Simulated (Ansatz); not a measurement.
**The cluster Ti2O4− (doublet): trial inputs and their diagnosis**

1 input was typed for the cluster Ti2O4− (doublet). Each is run as it stands; the log then has to tell whether the result can be used.

Method: the settings change from run to run; program: Ansatz 0.2.0, Gaussian basis.

4 further runs of the same task are left out: 1 that didn't finish, 3 set aside as unsound or not needed. Runs told in other sessions of the task aren't counted.

## 1. The geometry

The structure was relaxed beforehand with PBE-D4/def2-SVPD.

6 atoms, charge -1, spin multiplicity 2.

Atoms are counted from 1 here; the program's logs count them from 0.

Bond lengths: Ti1–O3 1.673 Å, Ti1–O4 1.869 Å, Ti1–O5 1.869 Å, Ti2–O4 1.869 Å, Ti2–O5 1.869 Å, Ti2–O6 1.673 Å. Angles: O3–Ti1–O4 121.5°, O3–Ti1–O5 121.5°, O4–Ti1–O5 87.3°, O4–Ti2–O5 87.3°, O4–Ti2–O6 121.5°, O5–Ti2–O6 121.5°, Ti1–O4–Ti2 92.7°, Ti1–O5–Ti2 92.7°.

## 2. Input 1

File in.yaml:

```yaml
crystal:
  periodic: [false, false, false]
  atoms:
    - {symbol: Ti, position_ang: [0.331448, -1.258281, -0.368165]}
    - {symbol: Ti, position_ang: [-0.331549, 1.257736, 0.367927]}
    - {symbol: O, position_ang: [1.707991, -2.207663, -0.318068]}
    - {symbol: O, position_ang: [0.339305, 0.430793, -1.167921]}
    - {symbol: O, position_ang: [-0.340322, -0.431542, 1.167345]}
    - {symbol: O, position_ang: [-1.706872, 2.208957, 0.318892]}
basis:
  gaussian: {orbitals: cc-pVTZ-PP}
total_charge: -1
magnetization: {spin_polarized: true, initial_magnetization: 1}
hamiltonian: {xc: {name: LC-wPBE}}
accuracy: high
scf: {omitted_lower_state_checks: [starts]}
output: {forces: true}
```

Command:

```console
> ansatz run in.yaml --threads 4 --pin off --events-out ev --progress --plain --max-ram 4787MiB
```

Q: Predict the results of all the runs planned.

The runs gave:

| input | level | ended | cause | time |
| --- | --- | --- | --- | --- |
| 1 | LC-wPBE/cc-pVTZ-PP | refused | the basis set is misnamed or doesn't suit the job | 0.1 s |

1 refused. A refusal costs next to no computing time.
